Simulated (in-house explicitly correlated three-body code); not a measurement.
**Two electrons around a charge of +27.332: exact states and exact Kohn–Sham parts**

The task here is to estimate one member of a computed series from the others.

The numbers are computed with in-house explicitly correlated three-body code version 1 (two electrons, non-relativistic, variational in exponentially correlated functions), except any that are marked as measured or tabulated.

**The atom as given**

| Property | Result |
| --- | --- |
| charge of the centre | +27.332 |
| mass of the centre | infinite |
| interactions | Coulomb |
| basis | 260 functions exp(−a r1 − b r2 − g r12) a state, exponent ranges optimised |
| units | hartree and bohr; relativity and QED are left out |

The first run:

Settings:

```ini
Z = 27.332
interaction_strength = 1.0
functions = 260
states_tried = 13
```

Started as:

```console
$ python run_hyl.py task.json out
```

Steps of the session up to this table: The variational calculation.

One table of the session follows, with a row left open; its other results are not shown here.

```
state  binding (eV)  excitation (eV)  ⟨r12⟩ (bohr)
 1 ¹S       9703.42                0       0.08143
 2 ³S       2402.52          7300.90        0.2335
 2 ³P       2375.11          7328.30        0.2020
 2 ¹S       2371.68          7331.73        0.2329
 2 ¹P       2351.96          7351.45        0.1946
 3 ³S       1060.51          8642.91        0.5110
 3 ³P       1052.91          8650.51        0.4774
 3 ¹S       1052.39          8651.03        0.5139
 3 ¹P             ?                ?             ?
 4 ³S       594.705          9108.71        0.9060
 4 ³P       591.567          9111.85        0.8731
 4 ¹S       591.411          9112.00        0.9106
 4 ¹P       589.023          9114.39        0.8761
```

Q: Estimate the row for 3 ¹P from the others.

**Answer.** binding (eV): 1046.67; excitation (eV): 8656.74; ⟨r12⟩ (bohr): 0.4783. In the column «binding (eV)» it lies between 4 ³S (594.705) and 3 ¹S (1052.39).
